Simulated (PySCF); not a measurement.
# C3H8OSi: the cost of one run

Program: PySCF 2.14.0. Level of theory: levels as typed in each script, gas phase, geometry from GFN2-xTB. These are calculated values, not measurements.

## 1. Starting geometry

SMILES `O[SiH2]C1CC1`, 13 atoms, charge 0, spin multiplicity 1.

Bond lengths: O1–Si2 1.626 Å, O1–H6 0.953 Å, Si2–C3 1.887 Å, Si2–H7 1.467 Å, Si2–H8 1.456 Å, C3–C4 1.504 Å, C3–C5 1.505 Å, C3–H9 1.083 Å, C4–C5 1.492 Å, C4–H10 1.080 Å, C4–H11 1.080 Å, C5–H12 1.081 Å, C5–H13 1.081 Å. Angles: Si2–O1–H6 122.1°, O1–Si2–C3 111.8°, O1–Si2–H7 110.3°, O1–Si2–H8 101.1°, C3–Si2–H7 108.1°, C3–Si2–H8 111.6°, H7–Si2–H8 114.0°, Si2–C3–C4 120.4°, Si2–C3–C5 121.1°, Si2–C3–H9 115.2°, C4–C3–C5 59.5°, C4–C3–H9 114.8°, C5–C3–H9 114.6°, C3–C4–C5 60.3°, C3–C4–H10 118.1°, C3–C4–H11 118.6°, C5–C4–H10 118.2°, C5–C4–H11 118.5° and more.

As a file:

```mol
C3H8OSi
  3D, bonds by distance, orders not assigned

 13 13  0  0  0  0  0  0  0  0999 V2000
   -1.5844    1.0149   -0.0652 O   0  0
   -1.1027   -0.5364    0.0102 Si  0  0
    0.7779   -0.6867   -0.0147 C   0  0
    1.6132    0.3240   -0.7510 C   0  0
    1.6456    0.2836    0.7404 C   0  0
   -1.2707    1.6726    0.5491 H   0  0
   -1.5933   -1.1617    1.2431 H   0  0
   -1.7001   -1.0739   -1.2038 H   0  0
    1.1588   -1.7005   -0.0469 H   0  0
    1.1088    1.1519   -1.2276 H   0  0
    2.4815   -0.0197   -1.2942 H   0  0
    2.5343   -0.0925    1.2266 H   0  0
    1.1738    1.0893    1.2856 H   0  0
  1  2  8  0
  2  3  8  0
  3  4  8  0
  4  5  8  0
  1  6  8  0
  2  7  8  0
  2  8  8  0
  3  9  8  0
  4 10  8  0
  4 11  8  0
  5 12  8  0
  5 13  8  0
  3  5  8  0
M  END
```

## 2. Density, bond paths and surface potential (TPSSh/cc-pvdz)

input.py reads:

```python
import numpy as np
from pyscf import gto, scf, dft
from pyscf.scf import atom_ks, atom_hf
from scipy.linalg import block_diag

def solve(mol, dm0=None, hcore=None):
    mf = (dft.UKS if mol.spin else dft.RKS)(mol, xc='tpssh')
    mf.grids.level = 3
    mf = mf.density_fit(auxbasis='def2-universal-jkfit')
    mf.conv_tol, mf.max_cycle = 1e-8, 80
    if hcore is not None:
        mf.get_hcore = lambda *args: hcore
    mf.kernel(dm0)
    if not mf.converged:
        mf = mf.newton().run(mf.mo_coeff, mf.mo_occ, max_cycle=30)
    assert mf.converged, 'SCF not converged'
    return mf

mol = gto.M(atom='''
O     -1.58445     1.01490    -0.06522
Si    -1.10269    -0.53641     0.01017
C      0.77791    -0.68670    -0.01475
C      1.61321     0.32398    -0.75102
C      1.64558     0.28355     0.74036
H     -1.27065     1.67263     0.54914
H     -1.59331    -1.16168     1.24312
H     -1.70005    -1.07386    -1.20383
H      1.15876    -1.70054    -0.04695
H      1.10877     1.15189    -1.22762
H      2.48153    -0.01973    -1.29421
H      2.53427    -0.09245     1.22661
H      1.17375     1.08926     1.28559
''', basis='cc-pvdz', charge=0, spin=0, verbose=4)
mf = solve(mol)
mf.analyze()
# spherically averaged free atoms, for the promolecule
atm = atom_ks.get_atm_nrks(mol, xc='tpssh')
pro = block_diag(*[(atm[a[0]][2] * atm[a[0]][3]) @ atm[a[0]][2].T for a in mol._atom])
np.savez('result.npz', e=mf.e_tot, c=mf.mo_coeff, occ=mf.mo_occ, eps=mf.mo_energy, pro=pro, dip=mf.dip_moment(verbose=0), s2=mf.spin_square()[0])
```

On the command line:

```bash
OMP_NUM_THREADS=1 python input.py
```

Q: Estimate wall time and peak memory on 1 thread of AMD EPYC 9R45 (Zen 5), shared host.

About 13 s, with a peak of 0.54 GiB.
